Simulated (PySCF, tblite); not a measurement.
**C₇H₉NS: geometry, infrared bands and NMR shifts**

Wanted: the infrared bands and NMR shifts of C₇H₉NS (`C[C@]1(CC#N)CCC1=S`), by calculation.

Programs: tblite 0.8.0 and PySCF 2.14.0, with density-fitted response routines of our own. Each step states its level of theory. These are calculated values for one molecule in the gas phase, unless marked as measured. Atoms count from 0, in the outputs and in this text.

## (1) Starting geometry

18 atoms, charge 0, multiplicity 1; geometry from: force field or distance geometry start.

Bonds of the start (Å): C0–C1 1.49, C1–C2 1.51, C2–C3 1.48, C3–N4 1.16, C1–C5 1.53, C5–C6 1.52, C6–C7 1.50, C7–S8 1.42, C7–C1 1.50, C0–H9 1.10, C0–H10 1.14, C0–H11 1.10, C2–H12 1.09, C2–H13 1.11, C5–H14 1.13, C5–H15 1.10, C6–H16 1.10, C6–H17 1.10.

## (2) Optimising the geometry with GFN2-xTB

What the job is given:

```
{"job": {"kind": "relax", "xc": "GFN2-xTB", "basis": "xTB"}, "charge": 0, "multiplicity": 1}
C     -0.746200    -0.504800    -1.221700
C     -0.123200    -0.180100     0.088400
C     -1.078600     0.047800     1.229900
C     -1.919800     1.197900     0.815800
N     -2.602200     2.089300     0.512400
C      0.944000     0.914600     0.029100
C      1.845200    -0.193200    -0.481900
C      1.020800    -1.106500     0.380200
S      1.321100    -2.303300     1.076300
H     -0.832000     0.386500    -1.852200
H     -1.795900    -0.906500    -1.033200
H     -0.229200    -1.346400    -1.712400
H     -0.583400     0.234200     2.188500
H     -1.765500    -0.817500     1.315900
H      1.261500     1.278000     1.049700
H      0.708900     1.714100    -0.686400
H      1.671300    -0.342100    -1.557300
H      2.894300    -0.155700    -0.152800
```

Started as:

```console
$ OMP_NUM_THREADS=1 python probes_run.py task.json out
```

This one command runs all jobs of the session in turn.

**Question.** This job is followed by: GFN2-xTB harmonic vibrations, gas phase; GIAO PBE0/pcSseg-1 NMR shielding, non-relativistic, gas phase. Predict these results of the whole session: strongest single infrared mode (GFN2-xTB); zero-point energy (GFN2-xTB); 13C shifts against TMS (PBE0/pcSseg-1); 1H shifts against TMS (PBE0/pcSseg-1, means over atoms taken as alike); 15N shifts against NH3 (PBE0/pcSseg-1); 33S shifts against CS2 (PBE0/pcSseg-1).

As calculated:

```
                                                              quantity                                           value
                             strongest single infrared mode (GFN2-xTB)                           2411 cm⁻¹, 225 km/mol
                                          zero-point energy (GFN2-xTB)                                   88.9 kcal/mol
                                13C shifts against TMS (PBE0/pcSseg-1)  294.7, 122.7, 61.1, 48.2, 30.7, 28.8, 27.9 ppm
1H shifts against TMS (PBE0/pcSseg-1, means over atoms taken as alike)    3.42, 3.34, 2.62, 2.56, 2.51, 2.16, 1.49 ppm
                                15N shifts against NH3 (PBE0/pcSseg-1)                                       303.6 ppm
                                33S shifts against CS2 (PBE0/pcSseg-1)                                         947 ppm
```

Relaxing lowered the energy by 2.006 eV in 108 steps; the close pair that moved most is C7–S8, from 1.417 to 1.608 Å. All 48 modes are real, so the xTB geometry is a minimum. The strongest single mode, at 2411 cm⁻¹, moves mainly C3 and N4. Unscaled tight-binding wavenumbers are off by several per cent, some by more. Its intensities can rank the bands wrongly. The most deshielded carbon is C7 (thiocarbonyl carbon), at 294.7 ppm: the small n→π* gap of C=S deshields it strongly. At PBE0/pcSseg-1: The largest span, 2390 ppm, is at S8, where the paramagnetic term is -1501 ppm.
